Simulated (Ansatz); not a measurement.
**Yttrium, simple cubic under LDA: from relaxation to bulk modulus**

Aim: take yttrium in the simple cubic structure, relax it, solve it on a dense k-mesh, switch on spin-orbit coupling, then scale the cell to 7 volumes from 88 to 112 % of the relaxed one and try a fit of the equation of state. The k-meshes are 10×10×10 for the relaxation; 16×16×16 for the dense run; 10×10×10 for spin-orbit coupling; 11×11×11 for the volumes.

This is Y in the simple cubic structure; at room conditions it is hcp.

Computed with Ansatz 0.2.0 (DFT LDA (PW92), plane waves (420 eV) with PAW, scalar-relativistic; PBE-made PAW files, unless a step says otherwise).

### 1 The system as given

Symmetry: Pm-3m, No. 221, cubic system. Conventional cell: a = 3.291 Å, b = 3.291 Å, c = 3.291 Å, α = 90.00°, β = 90.00°, γ = 90.00°. Around Y (site symmetry m-3m) lie 6 Y at 3.29 Å.

Structure file:

```xyz
1
Lattice="3.2913 0.0000 0.0000 0.0000 3.2913 0.0000 0.0000 0.0000 3.2913" Properties=species:S:1:pos:R:3 pbc="T T T"
Y     0.0000    0.0000    0.0000
```

### 2 Relaxing cell and atoms

input.yaml reads:

```yaml
crystal:
  lattice:
    - [3.2912715962, 0.0, 0.0]
    - [0.0, 3.2912715962, 0.0]
    - [0.0, 0.0, 3.2912715962]
  atoms:
    - { symbol: "Y", position: [0.0, 0.0, 0.0] }
hamiltonian:
  xc: lda
  pseudopotentials:
    kind: paw
    azcp:
      "Y": "pseudopotentials/Y.paw.azcp"
basis:
  ecutwfc: 420
  fft_grid_basis: typed
kpoints:
  mp_grid: { grid: [10, 10, 10], shift: [0, 0, 0] }
magnetization:
  spin_polarized: false
scf:
  occupations: { method: fermi_dirac, width: 0.1 }
relax:
  max_steps: 60
  f_tol: 0.01
  cell: {}
```

After this run come: Dense single point; With spin-orbit coupling; Equation of state: 88 %; Equation of state: 92 %; Equation of state: 96 %; Equation of state: 100 %; Equation of state: 104 %; Equation of state: 108 %; Equation of state: 112 %.

Q: Predict the outcome of this session. Wanted: space group; conventional cell; volume; shortest distance; gap on the mesh; relative to hcp; V₀, B₀, B₀′.

As calculated:

| quantity | value |
| --- | --- |
| space group (spins left aside) | Pm-3m (No. 221) |
| conventional cell | a = 3.141 Å |
| volume | 30.985 Å³/atom |
| shortest distance | 3.141 Å |
| gap on the mesh | none (levels filled in part) |
| relative to hcp | +764 meV/atom |
| V₀, B₀, B₀′ | 30.798 Å³/atom, 32 GPa, 3.1 |

What this shows: From the guessed start the volume shrank by 13.1 % in 5 steps. Against the reference form of yttrium (hcp, computed apart with the same settings) it stands 764 meV/atom higher, so it is far from stable. No gap shows: it is a metal or semimetal at this level. The total energy of the spin-orbit run lies -0.69 eV/atom from the scalar one, but the two kinds of run don't share a zero of energy: only differences within one kind count. The fitted modulus is 32 GPa. Relaxation kept the symmetry; phonons were not checked.
